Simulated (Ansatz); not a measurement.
# ZnIn2Cl4: the cost of one run

Computed with Ansatz 0.2.0 (DFT PBE, scalar-relativistic, plane waves, PAW, unless a step's input says otherwise).

2 further runs of the same task are left out: 1 that didn't finish, 1 set aside as unsound or not needed.

### Step 1. The starting structure

It takes space group I4/mmm (No. 139, tetragonal). The conventional cell has a = 7.447 Å, b = 7.447 Å, c = 8.196 Å, α = 90.00°, β = 90.00°, γ = 90.00°. Zn (site symmetry 4/mmm) has 4 Cl at 2.36 Å as nearest neighbours. In (site symmetry -4m2) has 8 Cl at 3.35 Å as nearest neighbours. Cl (site symmetry m2m) is surrounded by 1 Zn at 2.36 Å and 4 In at 3.35 Å.

As a file:

```
Zn In Cl
1.0
    -3.72328    3.72328    4.09820
     3.72328   -3.72328    4.09820
     3.72328    3.72328   -4.09820
Zn In Cl
1 2 4
Direct
  0.00000 0.00000 0.00000
  0.75000 0.25000 0.50000
  0.25000 0.75000 0.50000
  0.22402 0.22402 0.44804
  0.22402 0.77598 0.00000
  0.77598 0.77598 0.55195
  0.77598 0.22402 0.00000
```

The cell was relaxed beforehand at this level, from a generated guess; it needn't be the stable form of this composition. At a tolerance of 0.02 Å it has space group I4/mmm (No. 139); it has 32.46 Å³/atom, an uncorrected energy of -0.92 eV/atom over the elements.

### Step 2. Electronic structure at the relaxed geometry

Input file input.yaml:

```yaml
crystal:
  lattice:
    - [-3.7232842, 3.7232842, 4.0981992]
    - [3.7232842, -3.7232842, 4.0981992]
    - [3.7232842, 3.7232842, -4.0981992]
  atoms:
    - { symbol: Zn, position: [0.0, 0.0, 0.0] }
    - { symbol: In, position: [0.75, 0.25, 0.5] }
    - { symbol: In, position: [0.25, 0.75, 0.5] }
    - { symbol: Cl, position: [0.2240225, 0.2240225, 0.448045] }
    - { symbol: Cl, position: [0.2240225, 0.7759775, 0.0] }
    - { symbol: Cl, position: [0.7759775, 0.7759775, 0.551955] }
    - { symbol: Cl, position: [0.7759775, 0.2240225, 0.0] }
basis:
  ecutwfc: 420
kpoints:
  mp_grid: { grid: [6, 6, 6] }
  band_path:
    path:
      - [[0.0, 0.0, 0.0], [0.0, 0.0, 0.5], [0.25, 0.25, 0.25], [0.0, 0.5, 0.0], [0.0, 0.0, 0.0], [0.5, 0.5, -0.5], [0.45635085, 0.54364915, -0.45635085]]
      - [[-0.45635085, 0.45635085, 0.45635085], [0.0, 0.0, 0.0]]
      - [[0.0, 0.0, 0.5], [-0.41270169, 0.41270169, 0.5]]
      - [[0.5, 0.5, -0.41270169], [0.5, 0.5, -0.5]]
    npoints: 14
hamiltonian:
  xc: pbe
scf:
  occupations: { method: gaussian, width: 0.02 }
  n_extra_bands: 17
output:
  forces: true
  stress: true
  eigenvalues: true
  populations: true
  dos: { projected: true, de: 0.02, nscf_kmesh: { grid: [9, 9, 9] } }
  bader: true
```

Started as:

```bash
$ ansatz run input.yaml --threads 4 --pin off --max-ram 8192MiB --backend cpu --events-out ev --progress --plain --runs-dir out
```

What time and memory should one allow on 4 threads of Arm Neoverse V2, shared host?

About 26 s, with a peak of 1.1 GiB.
